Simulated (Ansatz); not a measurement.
**SiGeO (triplet): from Hartree-Fock to the top rungs at a displaced geometry (v2), cc-pVDZ**

How much of the correlation energy of SiGeO (triplet) does each wave-function method recover here?

Program: Ansatz 0.2.0, Gaussian basis. Level of theory: cc-pVDZ, core rule «outside noble gas», up to 20 orbitals frozen. These are calculated values, not measurements.

Plan: UHF; CCSD(T) on ROHF; CCSD(T) on UHF; BCCD(T) on ROHF; CISD as a restricted active space (open shells left free, so some higher excitations enter); CCSDT(Q) on ROHF; CCSDT(Q) on UHF.

31 further runs of the same task are left out: 11 that didn't finish, 20 set aside as unsound or not needed. Runs told in other sessions of the task aren't counted.

## Step 1: The geometry

The geometry is a PBE0/def2-TZVP stationary point (not a proven minimum) with its atoms shifted at random (size 0.100 Å). No spin-orbit coupling is included. The filled d shell of Ge may be among the frozen orbitals whatever the setting's name suggests.

3 atoms, charge 0, spin multiplicity 3.

Atoms are counted from 1 here; the program's logs count them from 0.

Bond lengths: O1–Ge2 2.016 Å, O1–Si3 1.583 Å, Ge2–Si3 2.449 Å. Angles: Ge2–O1–Si3 84.9°, O1–Ge2–Si3 40.1°, O1–Si3–Ge2 55.1°.

## Step 2: UHF

Contents of in.yaml:

```yaml
crystal:
  periodic: [false, false, false]
  atoms:
    - {symbol: O, position_ang: [0.123839, -1.020453, -0.864778]}
    - {symbol: Ge, position_ang: [-0.041035, 0.081815, 0.815251]}
    - {symbol: Si, position_ang: [0.035585, 0.369713, -1.615920]}
basis:
  gaussian: {orbitals: cc-pVDZ}
magnetization: {spin_polarized: true, initial_magnetization: 2}
hamiltonian: {xc: hf}
output: {orbitals: {seedname: orbitals}}
```

Command:

```sh
$ ansatz run in.yaml --threads 1 --pin off --events-out ev --progress --plain --max-ram 2393MiB
```

Further steps of the session: CCSD(T) on ROHF; CCSD(T) on UHF; BCCD(T) on ROHF; CISD as a restricted active space (open shells left free, so some higher excitations enter); CCSDT(Q) on ROHF; CCSDT(Q) on UHF.

**Question.** What will the summary of the whole plan be? Wanted: UCCSDT(Q) from the RHF energy; RMP2 from UCCSDT(Q); UMP2 from UCCSDT(Q); RCCSD from UCCSDT(Q); RCCSD(T) from UCCSDT(Q); UCCSD(T) from UCCSDT(Q); RCCSDT(Q) from UCCSDT(Q); T1 diagnostic.

As calculated:

```
                         quantity        value
    UCCSDT(Q) from the ROHF energy   -9.9095 eV
              RMP2 from UCCSDT(Q)  +1005.7 meV
              UMP2 from UCCSDT(Q)  +1078.5 meV
             RCCSD from UCCSDT(Q)   +472.1 meV
          RCCSD(T) from UCCSDT(Q)    +84.8 meV
          UCCSD(T) from UCCSDT(Q)    +83.4 meV
         RCCSDT(Q) from UCCSDT(Q)    +14.3 meV
levels within 1 kcal/mol (43 meV)    RCCSDT(Q)
                    T1 diagnostic        0.031
```

In words: RCCSD(T) lands +84.8 meV from the yardstick (0.9 % of the correlation energy). These misses are within one basis, not against nature; the frozen cores of restricted and unrestricted runs differ, which can shift their rows.
